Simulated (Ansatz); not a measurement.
# C₈H₁₀: up Jacob's ladder to CCSD(T)

Aim: compute C₈H₁₀ with functionals from several rungs and with coupled cluster. The yardstick is the atomisation energy at the CCSD(T) limit.

The runs use Ansatz 0.2.0, Gaussian basis; functionals in def2-TZVPP, the program's frozen cores in correlated methods.

Plan: LDA (SPW92), PBE-D4, revPBE-D4, BLYP-D4, r2SCAN-D4, B97M-V, PBE0-D4, B3LYP-D4, r2SCANh-D4, r2SCAN0-D4, HSE06-D4, BHLYP-D4, CAM-B3LYP-D4, LC-ωPBE, ωB97X-V, ωB97M-V, B2PLYP, PBE-QIDH; CCSD(T)/def2-SVP; CCSD(T)/def2-TZVPP; MP2/def2-QZVPP; extrapolation to the limit; RPA on PBE.

## (1) Structure used throughout

All runs share one geometry, relaxed beforehand with PBE0-D4 in a triple-zeta def2 set.

SMILES `Cc1ccccc1C`, 18 atoms, charge 0, spin multiplicity 1.

Atoms are counted from 1 here; the program's logs count them from 0.

Bond lengths: C1–C2 1.497 Å, C1–H9 1.090 Å, C1–H10 1.094 Å, C1–H11 1.094 Å, C2–C3 1.390 Å, C2–C7 1.402 Å, C3–C4 1.386 Å, C3–H12 1.085 Å, C4–C5 1.384 Å, C4–H13 1.084 Å, C5–C6 1.386 Å, C5–H14 1.084 Å, C6–C7 1.390 Å, C6–H15 1.085 Å, C7–C8 1.497 Å, C8–H16 1.090 Å, C8–H17 1.094 Å, C8–H18 1.094 Å. Angles: C2–C1–H9 111.1°, C2–C1–H10 111.5°, C2–C1–H11 111.6°, H9–C1–H10 107.9°, H9–C1–H11 107.9°, H10–C1–H11 106.6°, C1–C2–C3 120.4°, C1–C2–C7 120.6°, C3–C2–C7 119.0°, C2–C3–C4 121.5°, C2–C3–H12 118.9°, C4–C3–H12 119.7°, C3–C4–C5 119.5°, C3–C4–H13 120.0°, C5–C4–H13 120.4°, C4–C5–C6 119.5°, C4–C5–H14 120.4°, C6–C5–H14 120.0° and more.

Coordinates:

```
C     1.22037   -1.64254    0.49022
C     0.61978   -0.39053   -0.06901
C     1.31665    0.36685   -1.00280
C     0.78196    1.53007   -1.53506
C    -0.47297    1.95119   -1.13055
C    -1.17733    1.20326   -0.19956
C    -0.65132    0.03582    0.34045
C    -1.43301   -0.75315    1.34418
H     2.20476   -1.83109    0.06067
H     1.33345   -1.58322    1.57703
H     0.59205   -2.51522    0.28796
H     2.30076    0.03500   -1.31804
H     1.34549    2.10319   -2.26224
H    -0.90507    2.85844   -1.53678
H    -2.16180    1.53117    0.11866
H    -2.39270   -0.27972    1.55380
H    -0.89142   -0.84945    2.29006
H    -1.62966   -1.77003    0.99101
```

## (2) LDA

This LDA is Slater exchange with PW92 correlation.

Input file in.yaml:

```yaml
crystal:
  periodic: [false, false, false]
  atoms:
    - {symbol: C, position_ang: [1.220368, -1.642543, 0.490217]}
    - {symbol: C, position_ang: [0.619779, -0.390525, -0.069008]}
    - {symbol: C, position_ang: [1.316654, 0.366850, -1.002798]}
    - {symbol: C, position_ang: [0.781959, 1.530067, -1.535056]}
    - {symbol: C, position_ang: [-0.472966, 1.951187, -1.130546]}
    - {symbol: C, position_ang: [-1.177334, 1.203256, -0.199559]}
    - {symbol: C, position_ang: [-0.651316, 0.035817, 0.340446]}
    - {symbol: C, position_ang: [-1.433005, -0.753149, 1.344183]}
    - {symbol: H, position_ang: [2.204758, -1.831085, 0.060671]}
    - {symbol: H, position_ang: [1.333454, -1.583224, 1.577035]}
    - {symbol: H, position_ang: [0.592046, -2.515219, 0.287963]}
    - {symbol: H, position_ang: [2.300757, 0.034998, -1.318039]}
    - {symbol: H, position_ang: [1.345492, 2.103189, -2.262241]}
    - {symbol: H, position_ang: [-0.905070, 2.858435, -1.536778]}
    - {symbol: H, position_ang: [-2.161799, 1.531171, 0.118656]}
    - {symbol: H, position_ang: [-2.392697, -0.279721, 1.553795]}
    - {symbol: H, position_ang: [-0.891418, -0.849452, 2.290065]}
    - {symbol: H, position_ang: [-1.629660, -1.770033, 0.991013]}
basis:
  gaussian: {orbitals: def2-TZVPP}
hamiltonian: {xc: lda}
output: {orbitals: {seedname: orbitals}}
```

Launch:

```console
> ansatz run in.yaml --threads 2 --pin off --events-out ev --progress --plain --max-ram 32768MiB --backend cuda --devices 0, --max-vram 18GiB
```

After this run come: PBE-D4 (GGA); revPBE-D4 (GGA); BLYP-D4 (GGA); r2SCAN-D4 (meta-GGA); B97M-V (meta-GGA); PBE0-D4 (hybrid); B3LYP-D4 (hybrid); r2SCANh-D4 (hybrid); r2SCAN0-D4 (hybrid); HSE06-D4 (hybrid); BHLYP-D4 (hybrid); CAM-B3LYP-D4 (range-separated); LC-ωPBE (range-separated); ωB97X-V (range-separated); ωB97M-V (range-separated); B2PLYP (double hybrid); PBE-QIDH (double hybrid); CCSD(T) in def2-SVP; CCSD(T) in def2-TZVPP; MP2 in def2-QZVPP; RPA on PBE orbitals.

Before running them: what should the planned runs give, taken together? Wanted: atomisation energy, CCSD(T)/CBS; farthest beyond LDA; mean size of error, GGA; mean size of error, meta-GGA; mean size of error, hybrid; mean size of error, range-separated; mean size of error, double hybrid; gap, smallest and largest; T1 diagnostic.

The runs gave:

| quantity | value |
| --- | --- |
| atomisation energy, CCSD(T)/CBS | 8188.3 kJ/mol |
| functionals within 40.9 kJ/mol (0.5 %) | BLYP-D4, r2SCANh-D4, r2SCAN0-D4, LC-ωPBE, ωB97X-V, B2PLYP |
| farthest beyond LDA | PBE-D4 (+275.8 kJ/mol) |
| mean size of error, GGA | 128.4 kJ/mol |
| mean size of error, meta-GGA | 67.0 kJ/mol |
| mean size of error, hybrid | 96.1 kJ/mol |
| mean size of error, range-separated | 38.6 kJ/mol |
| mean size of error, double hybrid | 49.5 kJ/mol |
| gap, smallest and largest | 4.85 eV (LDA (SPW92)), 11.34 eV (LC-ωPBE) |
| T1 diagnostic | 0.0097 |
| triples share of the correlation energy | 4.8 % |

**Reading.** The LDA atomisation energy is off by 1222.7 kJ/mol (15 %): it overbinds. PBE-D4 is off by +275.8 kJ/mol. Double hybrids carry the basis error of their MP2 part in triple zeta, and no dispersion term here, so their miss is partly the set-up's. By mean error the best rung here is range-separated (38.6 kJ/mol) and the worst beyond LDA is GGA (128.4 kJ/mol). hybrid functionals lie within the reference's doubt of that worst mean (96.1 kJ/mol), so those two tie. The gap between the best rungs is small, so their order is not settled. The reference freezes the cores and leaves out relativity and excitations past (T), so misses under about 40.9 kJ/mol can't be ranked. Hartree-Fock recovers 75 % of the binding; the rest is correlation. CCSD(T) in def2-SVP is off by -264.0 kJ/mol, more than most functionals: a good method in a small basis is no reference. The gap grows from 4.9 to 11.3 eV across the functionals, mostly with the share of exact exchange. The restricted reference is unstable towards a spin-broken one.
